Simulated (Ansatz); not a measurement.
**C₂H₇InN radical: geometry optimisation**

Aim: relax C₂H₇InN radical from a cheap starting geometry, and look at its orbitals and charge.

Method: UKS PBE0-D4/def2-TZVP; program: Ansatz 0.2.0, Gaussian basis.

Levels to be run: relaxation at PBE0-D4/def2-TZVP; a single point in def2-TZVPP for the fields.

**1. The starting structure**

SMILES `[CH2][N](C)[InH2]`, 11 atoms, charge 0, spin multiplicity 2.

Atoms are counted from 1 here; the program's logs count them from 0.

Bond lengths: C1–N2 1.252 Å, C1–H5 1.081 Å, C1–H6 1.093 Å, N2–C3 1.429 Å, N2–In4 2.609 Å, C3–H7 1.092 Å, C3–H8 1.091 Å, C3–H9 1.096 Å, In4–H10 2.169 Å, In4–H11 2.163 Å. Angles: N2–C1–H5 117.9°, N2–C1–H6 123.5°, H5–C1–H6 118.6°, C1–N2–C3 121.3°, C1–N2–In4 114.3°, C3–N2–In4 118.4°, N2–C3–H7 107.2°, N2–C3–H8 108.5°, N2–C3–H9 113.2°, H7–C3–H8 107.8°, H7–C3–H9 110.1°, H8–C3–H9 109.9°, N2–In4–H10 87.9°, N2–In4–H11 81.4°, H10–In4–H11 116.8°.

The start is a GFN2-xTB geometry. In takes the def2 core potential; no spin-orbit term is included.

**2. Relaxation at PBE0-D4/def2-TZVP**

in.yaml reads:

```yaml
crystal:
  periodic: [false, false, false]
  atoms:
    - {symbol: C, position_ang: [-0.519770, 1.240470, 0.113220]}
    - {symbol: N, position_ang: [0.250710, 0.261620, 0.242490]}
    - {symbol: C, position_ang: [0.129070, -0.638130, 1.346040]}
    - {symbol: In, position_ang: [1.211370, -0.652130, -2.005080]}
    - {symbol: H, position_ang: [-0.394520, 1.871510, -0.755920]}
    - {symbol: H, position_ang: [-1.306210, 1.488460, 0.830690]}
    - {symbol: H, position_ang: [-0.022040, -1.637610, 0.932590]}
    - {symbol: H, position_ang: [1.072550, -0.643190, 1.894560]}
    - {symbol: H, position_ang: [-0.694600, -0.382330, 2.021930]}
    - {symbol: H, position_ang: [0.613610, 1.218620, -2.926730]}
    - {symbol: H, position_ang: [-0.340180, -2.127280, -1.693800]}
basis:
  gaussian: {orbitals: def2-TZVP}
magnetization: {spin_polarized: true, initial_magnetization: 1}
hamiltonian: {xc: pbe0, dispersion: d4}
relax: {f_tol: 0.005, max_steps: 150}
```

Started as:

```console
ansatz run in.yaml --threads 2 --pin off --events-out ev --progress --plain --max-ram 32768MiB --backend cpu
```

Further steps of the session: Fields at the relaxed geometry.

Before running them: what should the planned runs give, taken together? Wanted: point group; shift from the start; total energy; dispersion term; dipole moment; HOMO, LUMO.

As calculated:

| quantity | value |
| --- | --- |
| point group | C1 |
| steps | 19 |
| shift from the start (rms) | 0.385 Å |
| total energy | -8847.1797 eV |
| dispersion term | -182 meV |
| dipole moment | 4.83 D |
| HOMO, LUMO (alpha spin) | -4.39, -1.52 eV |

What this shows: The atoms moved 0.39 Å (rms) from the start; the bond that changed most is In4–H10, from 2.169 to 1.760 Å. No vibrations were run, so it is not proven to be a minimum. The largest Mulliken charge, -0.27 e, sits on C3. The alpha HOMO lies mostly on In4 62 %; H10, H11 about 14 % each and the LUMO on N2 34 %; C1 34 %. The unpaired spin sits mainly on In4 63 %; H10, H11 about 13 % each.
